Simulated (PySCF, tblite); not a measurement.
# C₅H₁₀FNSi: geometry, infrared bands and NMR shifts

Wanted: the infrared bands and NMR shifts of C₅H₁₀FNSi (`[H]/N=C\[C@@H](CF)[C@H]1C[SiH2]1`), by calculation.

Computed with tblite 0.8.0 and PySCF 2.14.0, with density-fitted response routines of our own, on a single molecule in the gas phase. Atoms count from 0, in the outputs and in this text.

### 1 Starting geometry

18 atoms, charge 0, multiplicity 1; geometry from: force field or distance geometry start.

Bonds of the start (Å): N0–C1 1.26, C1–C2 1.49, C2–C3 1.53, C3–F4 1.40, C2–C5 1.50, C5–C6 1.51, C6–Si7 1.89, Si7–C5 1.87, N0–H8 1.02, C1–H9 1.10, C2–H10 1.10, C3–H11 1.10, C3–H12 1.10, C5–H13 1.12, C6–H14 1.11, C6–H15 1.09, Si7–H16 1.47, Si7–H17 1.45.

### 2 Relaxing the molecule with GFN2-xTB

What the job is given:

```
{"job": {"kind": "relax", "xc": "GFN2-xTB", "basis": "xTB"}, "charge": 0, "multiplicity": 1}
N     -1.437900     2.209000    -0.482900
C     -1.600500     0.971100    -0.351700
C     -0.674200     0.050100     0.371500
C     -1.458400    -1.235400     0.624100
F     -0.662600    -2.158800     1.309100
C      0.525800    -0.364100    -0.419400
C      1.522700     0.648200    -0.921500
Si     2.189400    -0.501000     0.425300
H     -0.621500     2.677200    -0.079200
H     -2.497700     0.513500    -0.788600
H     -0.345100     0.478200     1.330200
H     -2.381400    -1.045500     1.196600
H     -1.740300    -1.655900    -0.353700
H      0.314600    -1.235200    -1.088100
H      1.920600     0.502800    -1.948100
H      1.496400     1.680000    -0.557000
H      3.026900    -1.628900    -0.003400
H      2.414300     0.101100     1.725000
```

Command:

```console
> OMP_NUM_THREADS=1 python probes_run.py task.json out
```

This one command runs all jobs of the session in turn.

**Question.** This job is followed by: GFN2-xTB harmonic vibrations, gas phase; GIAO PBE0/pcSseg-1 NMR shielding, non-relativistic, gas phase. Predict these results of the whole session: strongest single infrared mode (GFN2-xTB); zero-point energy (GFN2-xTB); ¹³C shifts against TMS (PBE0/pcSseg-1); ¹H shifts against TMS (PBE0/pcSseg-1); ¹⁵N shifts against NH3 (PBE0/pcSseg-1); ¹⁹F shifts against CFCl3 (PBE0/pcSseg-1); ²⁹Si shifts against TMS (PBE0/pcSseg-1).

The runs gave:

| quantity | value |
| --- | --- |
| strongest single infrared mode (GFN2-xTB) | 2396 cm⁻¹, 334 km/mol |
| zero-point energy (GFN2-xTB) | 86.3 kcal/mol |
| ¹³C shifts against TMS (PBE0/pcSseg-1) | 175.2, 87.1, 61.6, 9.5, -1.9 ppm |
| ¹H shifts against TMS (PBE0/pcSseg-1) | 10.73, 7.55, 4.86, 4.67, 2.86, 2.63, 1.31, 0.69, 0.68, 0.16 ppm |
| ¹⁵N shifts against NH3 (PBE0/pcSseg-1) | 361.5 ppm |
| ¹⁹F shifts against CFCl3 (PBE0/pcSseg-1) | -255.8 ppm |
| ²⁹Si shifts against TMS (PBE0/pcSseg-1) | -141.7 ppm |

In words: Relaxing lowered the energy by 0.473 eV in 120 steps; the close pair that moved most is C5–H13, from 1.118 to 1.086 Å. All 48 modes are real, so the xTB geometry is a minimum. The strongest single mode, at 2396 cm⁻¹, moves mainly H17. GFN2-xTB is a fitted tight-binding method: band positions and strengths are rough. Its intensities can rank the bands wrongly. At PBE0/pcSseg-1: The widest tensor belongs to N0: span 642 ppm, with a paramagnetic part of -416 ppm.
